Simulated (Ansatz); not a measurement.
# HNO (nitroxyl) at r2SCAN0/def2-TZVPPD

Aim: the electronic atomisation energy of HNO (nitroxyl) at r2SCAN0/def2-TZVPPD, from 4 runs. 

Program for the calculation: Ansatz 0.2.0.

60 further runs of the same task are left out: 60 set aside as unsound or not needed.

**1. The structure to begin with**

HNO: 3 atoms, total charge 0, spin state singlet. As SMILES, `N=O`. The coordinates come from a PBE0-D4/def2-TZVP relaxation.

Bond lengths: N1–O2 1.190 Å, N1–H3 1.063 Å. Angles: O2–N1–H3 108.9°.

**2. A single-point energy at r2SCAN0/def2-TZVPPD**

input.yaml

```yaml
crystal:
  periodic: [false, false, false]
  atoms:
    - {symbol: "N", position_ang: [-0.283700, 0.312790, -0.117160]}
    - {symbol: O, position_ang: [0.755300, 0.397200, 0.456500]}
    - {symbol: H, position_ang: [-0.471600, -0.709980, -0.339350]}
basis:
  gaussian: {orbitals: def2-TZVPPD.json}
accuracy: high
hamiltonian: {xc: {name: r2SCAN0}}
output: {orbitals: {seedname: orbitals}}
```

The basis set def2-TZVPPD is read from a file made from the Basis Set Exchange's data (not shown).

Run with:

```sh
ansatz run input.yaml --threads 1 --pin off --max-ram 3480MiB --events-out events.jsonl --progress --plain --runs-dir runs
```

Log:

```text
Warning: RAYON_NUM_THREADS=1 ignored (pool sized by the plan → 1); use --threads N
Functional definition: r2SCAN0
  name "r2SCAN0"
  parameter a = 0.25
  parameter k0 = 0.174
  parameter k1 = 0.065
  parameter a1 = 4.9479
  exchange = (1 - a)*r2scan_x(k0 = k0, k1 = k1, a1 = a1) + a*exact_x
  correlation = r2scan_c
1451 factors; integrals over basis functions are off by at most 3.5e-9 eV
mean field evaluation 1: about -3548.2852 eV, gradient 2.5e1 eV
mean field evaluation 2: about -3547.7613 eV, gradient 3.0e1 eV
mean field evaluation 4: about -3549.3162 eV, gradient 1.4e0 eV
mean field evaluation 8: about -3549.3203 eV, gradient 3.3e-3 eV
mean field evaluation 16: about -3549.3203 eV, gradient 3.3e-7 eV
mean field -3549.32030890 eV, -130.4351155363 hartree, gradient 3.8e-8 eV, S^2 0.000000; 0 other end points of the search recorded, 0 dependent functions left out
reference -3549.32030973 eV, -130.4351155669 hartree; 8, 8 occupied and 86, 86 virtual orbitals, 1451 factors
Total energy: -3549.32030973 eV, -130.4351155669 hartree
```

Run time: 4.8 s. Hardware: 1 thread of Arm Neoverse V2, shared host; peak memory 0.2 GiB.

**3. The H atom at the same level**

run.yaml

```yaml
crystal:
  periodic: [false, false, false]
  atoms:
    - symbol: H
      position_ang: [0.000000, 0.000000, 0.000000]
basis:
  gaussian:
    orbitals: def2-TZVPPD.json
magnetization:
  spin_polarized: true
  initial_magnetization: 1
total_charge: 0
hamiltonian:
  xc: {name: r2SCAN0}
accuracy: high
```

The basis set def2-TZVPPD is read from a file made from the Basis Set Exchange's data (not shown).

Run with:

```sh
ansatz run run.yaml --threads 1 --pin off --max-ram 3480MiB --events-out events.jsonl --progress --plain --runs-dir runs
```

Log, shortened:

```text
Warning: RAYON_NUM_THREADS=1 ignored (pool sized by the plan → 1); use --threads N
[... 8 set-up lines as earlier in the session ...]
117 factors; integrals over basis functions are off by at most 2.6e-9 eV
mean field evaluation 1: about -13.5983 eV, gradient 5.0e-1 eV
mean field evaluation 2: about -13.6022 eV, gradient 6.0e-2 eV
mean field evaluation 4: about -13.6022 eV, gradient 2.5e-3 eV
mean field evaluation 8: about -13.6022 eV, gradient 6.6e-9 eV
mean field -13.60215026 eV, -0.4998698021 hartree, gradient 9.2e-9 eV, S^2 0.750000; 0 other end points of the search recorded, 0 dependent functions left out
reference -13.60215116 eV, -0.4998698354 hartree; 1, 0 occupied and 16, 17 virtual orbitals, 117 factors
Total energy: -13.60215116 eV, -0.4998698354 hartree
```

Run time: 0.46 s. Hardware: 1 thread of Arm Neoverse V2, shared host.

**4. The N atom, same level**

run.yaml

```yaml
crystal:
  periodic: [false, false, false]
  atoms:
    - symbol: N
      position_ang: [0.000000, 0.000000, 0.000000]
basis:
  gaussian:
    orbitals: def2-TZVPPD.json
accuracy: high
total_charge: 0
magnetization:
  spin_polarized: true
  initial_magnetization: 3
hamiltonian:
  xc: {name: r2SCAN0}
```

The basis set def2-TZVPPD is read from a file made from the Basis Set Exchange's data (not shown).

Run with:

```sh
ansatz run run.yaml --threads 1 --pin off --max-ram 3480MiB --events-out events.jsonl --progress --plain --runs-dir runs
```

Log, shortened:

```text
Warning: RAYON_NUM_THREADS=1 ignored (pool sized by the plan → 1); use --threads N
[... 8 set-up lines as earlier in the session ...]
370 factors; integrals over basis functions are off by at most 2.9e-9 eV
mean field evaluation 1: about -1485.1377 eV, gradient 6.1e0 eV
mean field evaluation 2: about -1485.2175 eV, gradient 2.5e0 eV
mean field evaluation 4: about -1485.2407 eV, gradient 3.3e-1 eV
mean field evaluation 8: about -1485.2381 eV, gradient 6.8e-4 eV
mean field evaluation 16: about -1485.2381 eV, gradient 4.8e-8 eV
mean field -1485.23810625 eV, -54.5814936741 hartree, gradient 4.8e-8 eV, S^2 3.755075; 0 other end points of the search recorded, 0 dependent functions left out
reference -1485.23810699 eV, -54.5814937012 hartree; 5, 2 occupied and 32, 35 virtual orbitals, 370 factors
Total energy: -1485.23810699 eV, -54.5814937012 hartree
```

Wall time 1.2 s (1 thread of Arm Neoverse V2, shared host); peak memory 0.098 GiB.

**5. The O atom, same level**

input.yaml

```yaml
crystal:
  periodic: [false, false, false]
  atoms:
    - {symbol: O, position_ang: [0.000000, 0.000000, 0.000000]}
basis:
  gaussian:
    orbitals: def2-TZVPPD.json
magnetization:
  spin_polarized: true
  initial_magnetization: 2
hamiltonian:
  xc: {name: r2SCAN0}
accuracy: high
```

The basis set def2-TZVPPD is read from a file made from the Basis Set Exchange's data (not shown).

Run the same way, it converges to -75.05685 Eh (log not shown).

**6. Summary of results**

At r2SCAN0/def2-TZVPPD:

| quantity | value |
| --- | --- |
| molecule: total energy | -130.43512 Eh |
| molecule: HOMO energy | -7.33 eV |
| molecule: LUMO energy | -2.69 eV |
| molecule: HOMO–LUMO gap | 4.64 eV |
| H atom: total energy | -0.49987 Eh |
| H atom: ⟨S²⟩ | 0.750 |
| N atom: total energy | -54.58149 Eh |
| N atom: ⟨S²⟩ | 3.755 |
| O atom: total energy | -75.05685 Eh |
| O atom: ⟨S²⟩ | 2.006 |
| electronic atomisation energy | 8.079 eV |

In words: Taking the molecule apart into free atoms costs 8.08 eV (186 kcal/mol), before zero-point energy and without spin-orbit coupling.
